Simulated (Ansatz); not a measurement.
# Ag9Ru7: the cost of one run

Method: DFT PBE, scalar-relativistic, plane waves, PAW, in Ansatz 0.2.0.

## 1. The system as given

The cell holds 16 atoms (Ag9Ru7): a = 5.701 Å, b = 5.701 Å, c = 9.122 Å, α = 90.00°, β = 90.00°, γ = 120.00°.

The sites of an ideal hcp lattice, at a guessed lattice constant, take 9 Ag, 7 Ru (sublattices apart by semicolons), with a shake of 0.02 Å. Warren-Cowley parameters of the first shell (negative: unlike neighbours preferred): Ag-Ru -0.23. In a cell this small the draw can fall short of the order aimed at.

Structure file:

```xyz
16
Lattice="2.8507 -4.9376 0.0000 2.8507 4.9376 0.0000 0.0000 0.0000 9.1222" Properties=species:S:1:pos:R:3 pbc="T T T"
Ru    1.4343   -0.8136    5.7180
Ru    2.8364    1.6624    1.1737
Ru    2.8360    1.6218    5.6860
Ru    4.2732   -0.8182    1.1756
Ru    2.8185   -1.6266    3.4088
Ru    2.8106   -1.6760    7.9594
Ru    1.4550    0.8276    7.9916
Ag    1.4145   -0.8341    1.1552
Ag    2.8083   -3.2809    1.1444
Ag    2.8437   -3.2792    5.6861
Ag    4.2748   -0.8202    5.7106
Ag    1.4417    0.8303    3.4269
Ag    4.2538    0.8173    3.3987
Ag    4.2691    0.8169    7.9527
Ag    2.8406    3.3093    3.4348
Ag    2.8541    3.2958    7.9750
```

## 2. Relaxation without symmetry, coarse mesh

Cell and atoms move without symmetry, on a coarse mesh with loose thresholds.

input.yaml

```yaml
crystal:
  lattice:
    - [2.85069972, -4.93755674, 0.0]
    - [2.85069972, 4.93755674, 0.0]
    - [0.0, 0.0, 9.1222391]
  atoms:
    - { symbol: Ru, position: [0.3339620537, 0.1691789351, 0.6268169558] }
    - { symbol: Ru, position: [0.3291502756, 0.6658316142, 0.1286611525] }
    - { symbol: Ru, position: [0.3331904944, 0.6616565605, 0.6233085015] }
    - { symbol: Ru, position: [0.8323574438, 0.6666396633, 0.1288667229] }
    - { symbol: Ru, position: [0.6590708326, 0.329635994, 0.3736775033] }
    - { symbol: Ru, position: [0.6626847526, 0.3232419788, 0.872529719] }
    - { symbol: Ru, position: [0.1713902987, 0.3390126757, 0.8760527761] }
    - { symbol: Ag, position: [0.3325642101, 0.1636288913, 0.1266343094] }
    - { symbol: Ag, position: [0.8248062082, 0.1603292928, 0.1254544189] }
    - { symbol: Ag, position: [0.8308364917, 0.1666985079, 0.6233240743] }
    - { symbol: Ag, position: [0.8328364043, 0.666719689, 0.6260127694] }
    - { symbol: Ag, position: [0.1687973094, 0.3369484153, 0.3756636938] }
    - { symbol: Ag, position: [0.6633339426, 0.8288708095, 0.3725705344] }
    - { symbol: Ag, position: [0.6660576188, 0.8314954612, 0.8717980018] }
    - { symbol: Ag, position: [0.1631145424, 0.8333454208, 0.3765298676] }
    - { symbol: Ag, position: [0.1668359346, 0.8343401249, 0.8742412523] }
  symmetry: { detect: false }
basis:
  ecutwfc: 420
kpoints:
  mp_grid: { grid: [3, 3, 2], shift: [0.0, 0.0, 0.5] }
hamiltonian:
  xc: pbe
scf:
  occupations: { method: gaussian, width: 0.1 }
  lower_state_search: "off"
output:
  forces: true
  stress: true
  eigenvalues: true
relax:
  adjacent_minimum: "off"
  f_tol: 0.04
  max_steps: 50
  cell: { stress_tol: 0.3 }
```

Run with:

```sh
> ansatz run input.yaml --threads 4 --pin off --max-ram 9216MiB --backend cpu --events-out ev --progress --plain --runs-dir out
```

**Question.** How long does this run take on 4 threads of Intel Xeon 6975P-C (Granite Rapids), shared host, and how much memory does it need?

About 2.3 min, with a peak of 1.3 GiB.
